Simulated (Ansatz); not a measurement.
# ScCd: the cost of one run

Program: Ansatz 0.2.0. Level of theory: DFT PBEsol, frozen-core PAW, scalar-relativistic unless said. These are calculated values, not measurements.

1 further run of the same task is left out (it didn't finish).

### 1 Starting point

It takes space group Pm-3m (No. 221, cubic). Conventional cell: a = 3.526 Å, b = 3.526 Å, c = 3.526 Å, α = 90.00°, β = 90.00°, γ = 90.00°. Sc (site symmetry m-3m) is surrounded by 8 Cd at 3.05 Å. Cd (site symmetry m-3m) has 8 Sc at 3.05 Å as nearest neighbours.

Structure file:

```cif
data_structure
_symmetry_space_group_name_H-M 'P 1'
_symmetry_Int_Tables_number 1
_cell_length_a 3.5263
_cell_length_b 3.5263
_cell_length_c 3.5263
_cell_angle_alpha 90.000
_cell_angle_beta 90.000
_cell_angle_gamma 90.000
_cell_volume 43.85
loop_
_atom_site_label
_atom_site_type_symbol
_atom_site_fract_x
_atom_site_fract_y
_atom_site_fract_z
_atom_site_occupancy
Sc1 Sc 0.50000 0.50000 0.50000 1
Cd1 Cd 0.00000 0.00000 0.00000 1
```

Cartesian axes are those of the input's lattice vectors. The structure goes back to a database entry.

### 2 Cell and atoms relaxed, PAW

Input file input.yaml:

```yaml
crystal:
  lattice:
    - [3.52625559, 0.0, 0.0]
    - [0.0, 3.52625559, 0.0]
    - [0.0, 0.0, 3.52625559]
  atoms:
    - { symbol: Sc, position: [0.5, 0.5, 0.5] }
    - { symbol: Cd, position: [0.0, 0.0, 0.0] }
kpoints:
  mp_grid: { grid: [10, 10, 10] }
scf:
  occupations: { method: fermi_dirac, width: 0.08 }
hamiltonian:
  xc: pbesol
  pseudopotentials: { kind: paw }
relax:
  f_tol: 0.002
  max_steps: 80
  cell: {}
output:
  forces: true
  stress: true
```

Run with:

```console
ansatz run input.yaml --threads 1 --pin off --max-ram 3072MiB --backend cpu --events-out ev --progress --plain --runs-dir out
```

Q: Estimate wall time and peak memory on 1 thread of Intel Xeon Platinum 8488C (Sapphire Rapids), shared host.

About 7.2 s, with a peak of 0.41 GiB.
